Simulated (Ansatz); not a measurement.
**H6O2SSi2: a ladder of functionals and wavefunction methods**

An exercise on one series of results from a longer session: the logs are not shown, and one member is left open.

Computed with Ansatz 0.2.0, Gaussian basis. Level: functionals in def2-TZVPP, the program's frozen cores in correlated methods.

The runs, in order: PBE-D4, r2SCAN-D4, PBE0-D4, B3LYP-D4, ωB97X-V, ωB97M-V, B2PLYP; CCSD(T)/def2-TZVPP; MP2/def2-QZVPP; extrapolation to the limit.

### Structure used throughout

All runs share one geometry, relaxed beforehand with PBE0-D4 in a triple-zeta def2 set.

SMILES `O[SiH2][SiH](O)S`, 11 atoms, charge 0, spin multiplicity 1.

Atoms are counted from 1 here; the program's logs count them from 0.

Bond lengths: O1–Si2 1.655 Å, O1–H6 0.960 Å, Si2–Si3 2.344 Å, Si2–H7 1.483 Å, Si2–H8 1.492 Å, Si3–O4 1.656 Å, Si3–S5 2.140 Å, Si3–H9 1.489 Å, O4–H10 0.960 Å, S5–H11 1.345 Å. Angles: Si2–O1–H6 115.7°, O1–Si2–Si3 107.1°, O1–Si2–H7 106.4°, O1–Si2–H8 111.9°, Si3–Si2–H7 112.0°, Si3–Si2–H8 110.6°, H7–Si2–H8 108.8°, Si2–Si3–O4 101.7°, Si2–Si3–S5 112.2°, Si2–Si3–H9 117.0°, O4–Si3–S5 112.6°, O4–Si3–H9 111.8°, S5–Si3–H9 102.0°, Si3–O4–H10 117.4°, Si3–S5–H11 94.8°.

As a file:

```xyz
11
charge 0, multiplicity 1
O    -0.55845    1.74683    1.14797
Si    0.80450    0.82652    0.96033
Si    0.30733   -0.82213   -0.63037
O    -0.40233    0.07134   -1.83013
S    -0.99508   -2.32961    0.14992
H    -0.96305    2.06055    0.33624
H     1.10367    0.24395    2.29065
H     1.97154    1.64513    0.51986
H     1.44622   -1.63202   -1.14405
H    -0.83139   -0.40738   -2.54294
H    -1.81758   -1.46007    0.76323
```

Set-up of the first run:

File in.yaml:

```yaml
crystal:
  periodic: [false, false, false]
  atoms:
    - {symbol: O, position_ang: [-0.558446, 1.746834, 1.147970]}
    - {symbol: Si, position_ang: [0.804502, 0.826525, 0.960328]}
    - {symbol: Si, position_ang: [0.307332, -0.822131, -0.630373]}
    - {symbol: O, position_ang: [-0.402328, 0.071336, -1.830130]}
    - {symbol: S, position_ang: [-0.995078, -2.329615, 0.149920]}
    - {symbol: H, position_ang: [-0.963052, 2.060552, 0.336241]}
    - {symbol: H, position_ang: [1.103674, 0.243949, 2.290647]}
    - {symbol: H, position_ang: [1.971539, 1.645130, 0.519859]}
    - {symbol: H, position_ang: [1.446221, -1.632023, -1.144054]}
    - {symbol: H, position_ang: [-0.831385, -0.407381, -2.542940]}
    - {symbol: H, position_ang: [-1.817576, -1.460074, 0.763232]}
basis:
  gaussian: {orbitals: def2-TZVPP}
hamiltonian: {xc: pbe, dispersion: d4}
output: {forces: true, orbitals: {seedname: orbitals}}
```

On the command line:

```console
ansatz run in.yaml --threads 4 --pin off --events-out ev --progress --plain --max-ram 10444MiB
```

Among the steps run: PBE-D4 (GGA); r2SCAN-D4 (meta-GGA); PBE0-D4 (hybrid); B3LYP-D4 (hybrid); ωB97X-V (range-separated); ωB97M-V (range-separated); B2PLYP (double hybrid); CCSD(T) in def2-TZVPP; MP2 in def2-QZVPP.

One of the session's tables, all rows but one given; the rest of the session is left out.

It belongs to the step «Atomisation energies». 

```
            method  atomisation energy (kJ/mol)
            PBE-D4                       3757.0
         r2SCAN-D4                       3745.2
           PBE0-D4                       3693.6
          B3LYP-D4                       3719.2
           ωB97X-V                       3764.3
           ωB97M-V                       3752.1
            B2PLYP                       3678.7
     HF/def2-TZVPP                            ?
    MP2/def2-TZVPP                       3692.6
   CCSD/def2-TZVPP                       3579.8
CCSD(T)/def2-TZVPP                       3635.0
           MP2/CBS                       3817.1
       CCSD(T)/CBS                       3759.5
```

**Question.** Estimate the row for HF/def2-TZVPP.

The run gave: atomisation energy (kJ/mol): 2666.6. In the column «atomisation energy (kJ/mol)» it is the lowest.
